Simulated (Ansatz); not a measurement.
The system is CsLiCr2Te2S3.

```
CELL_PARAMETERS angstrom
3.42162 -5.18069 0.00784
3.42162 5.18069 0.00784
-2.90411 0.00000 7.43093
ATOMIC_POSITIONS crystal
Cs 0.09374 0.09374 0.00853
Li 0.58875 0.58875 0.55336
Cr 0.05646 0.46755 0.55790
Cr 0.46755 0.05646 0.55790
Te 0.56486 0.87357 0.29035
Te 0.87357 0.56486 0.29035
S 0.81151 0.39697 0.73347
S 0.39697 0.81151 0.73347
S 0.21404 0.21404 0.48371
```

The cell was built by a generator and needn't be a form met in nature.

Base run:

| Property | Result |
| --- | --- |
| Program | Ansatz 0.2.0 |
| Functional | PBE |
| Potentials or basis | Ansatz PAW earlier set |
| Cutoff | 1070 eV |
| Density cutoff | 6420 eV |
| k mesh | 5 × 5 × 4 |
| Occupations | fermi-dirac, width 0.05 eV |
| Spin | collinear spin, ferromagnetic start |
| Starting moments | [0.0, 0.0, 3.0, 3.0, 0.0, 0.0, 0.0, 0.0, 0.0] μB |

Its results: band gap on the k mesh none (metal or under the smearing width); pressure 0.0 GPa; net moment 4.01 μB per cell; site moments Cs -0.00; Li +0.00; Cr +2.02; Te -0.13; S -0.06, -0.05 μB; largest force 0.016 eV/Å.

Problem. After a change of settings the same cell gave: band gap on the k mesh none (metal or under the smearing width); pressure 2.2 GPa; net moment 4.01 μB per cell; site moments Cs +0.00; Li +0.00; Cr +1.97; Te -0.12; S -0.04 μB; largest force 0.247 eV/Å. Which change was it?
A. functional from PBE to BLYP; potentials or basis from Ansatz PAW earlier set to Ansatz PAW; cutoff from 1070 eV to 420 eV (not typed: the program's choice for these potentials)
B. potentials or basis from Ansatz PAW earlier set to PseudoDojo standard (PBE files); cutoff from 1070 eV to 1279 eV; density cutoff from 6420 eV to 5116 eV
C. potentials or basis from Ansatz PAW earlier set to SPMS NC; cutoff from 1070 eV to 871 eV (not typed: the program's choice for these potentials)

Solution. A.

Caveats: only a ferromagnetic start was run, and an antiferromagnetic order may lie lower in energy; spin-orbit coupling is left out, which moves the levels of the heavy elements (some runs); the PAW data sets come from PBE, with cores solved anew for the run's functional, which leaves a small shift of forces and pressure (some runs).
